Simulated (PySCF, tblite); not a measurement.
# C₅H₁₀AlN: geometry, infrared bands and NMR shifts

What infrared bands and NMR shifts should C₅H₁₀AlN (`C=C(C)CC#[N+][AlH3-]`) show?

The runs use tblite 0.8.0 and PySCF 2.14.0, with density-fitted response routines of our own; the level of theory stands in each step. All values are computed, except where a source is named. Atoms count from 0, in the outputs and in this text.

**1. Starting geometry**

17 atoms, charge 0, multiplicity 1; geometry from: force field or distance geometry start.

Bonds of the start (Å): C0–C1 1.34, C1–C2 1.50, C1–C3 1.49, C3–C4 1.48, C4–N5 1.17, N5–Al6 1.87, C0–H7 1.08, C0–H8 1.10, C2–H9 1.13, C2–H10 1.11, C2–H11 1.10, C3–H12 1.09, C3–H13 1.12, Al6–H14 1.58, Al6–H15 1.59, Al6–H16 1.61.

**2. Geometry optimisation with GFN2-xTB**

What the job is given:

```
{"job": {"kind": "relax", "xc": "GFN2-xTB", "basis": "xTB"}, "charge": 0, "multiplicity": 1}
C      2.665600     0.364500    -0.046500
C      1.545000    -0.351800     0.078300
C      1.309500    -0.952300     1.436100
C      0.629900    -0.535400    -1.078400
C     -0.698300    -0.000400    -0.712200
N     -1.754100     0.415500    -0.439400
Al    -3.444100     1.063400     0.035400
H      2.958700     0.855400    -0.965600
H      3.336100     0.499300     0.809800
H      0.619900    -1.834000     1.258400
H      0.822300    -0.244000     2.142600
H      2.234800    -1.374600     1.849200
H      0.531400    -1.605100    -1.278300
H      1.046600    -0.031300    -1.985000
H     -4.523900     0.670300    -1.055600
H     -3.889000     0.400300     1.414900
H     -3.397200     2.672200     0.151400
```

The run is started by

```bash
$ OMP_NUM_THREADS=1 python probes_run.py task.json out
```

The driver reads the jobs from task.json and runs them one after another.

**Question.** This job is followed by: GFN2-xTB harmonic vibrations, gas phase; GIAO PBE0/pcSseg-1 NMR shielding, non-relativistic, gas phase. Predict these results of the whole session: strongest infrared band; zero-point energy (GFN2-xTB); 13C shifts against TMS (PBE0/pcSseg-1); 1H shifts against TMS (PBE0/pcSseg-1); 15N shifts against NH3 (PBE0/pcSseg-1); 27Al shifts against AlH4- (PBE0/pcSseg-1).

The runs gave:

```
                                 quantity                                value
                  strongest infrared band                 749 cm⁻¹, 672 km/mol
             zero-point energy (GFN2-xTB)                        77.9 kcal/mol
   13C shifts against TMS (PBE0/pcSseg-1)  141.7, 136.5, 126.9, 27.9, 26.8 ppm
    1H shifts against TMS (PBE0/pcSseg-1)     5.65, 5.43, 4.22, 3.18, 2.39 ppm
   15N shifts against NH3 (PBE0/pcSseg-1)                            247.7 ppm
27Al shifts against AlH4- (PBE0/pcSseg-1)                             63.3 ppm
```

In words: The optimisation took 224 steps and gained 0.788 eV; among the bonds of the start, N5–Al6 changed most, from 1.871 to 1.997 Å. No mode is imaginary among the 45: a minimum at this level. The strongest single mode, at 749 cm⁻¹, moves mainly H15 and H14. GFN2-xTB is a fitted tight-binding method: band positions and strengths are rough. Its intensities can rank the bands wrongly. C1 (fully substituted alkene carbon) lies farthest downfield among carbon, at 141.7 ppm; as expected for a trigonal carbon in a double bond. H8 (hydrogen on a terminal =CH2 carbon) lies farthest downfield among hydrogen, at 5.65 ppm; a vinylic proton, deshielded by the sp2 carbon and the C=C anisotropy. At PBE0/pcSseg-1: The largest span, 430 ppm, is at N5, where the paramagnetic term is -318 ppm.
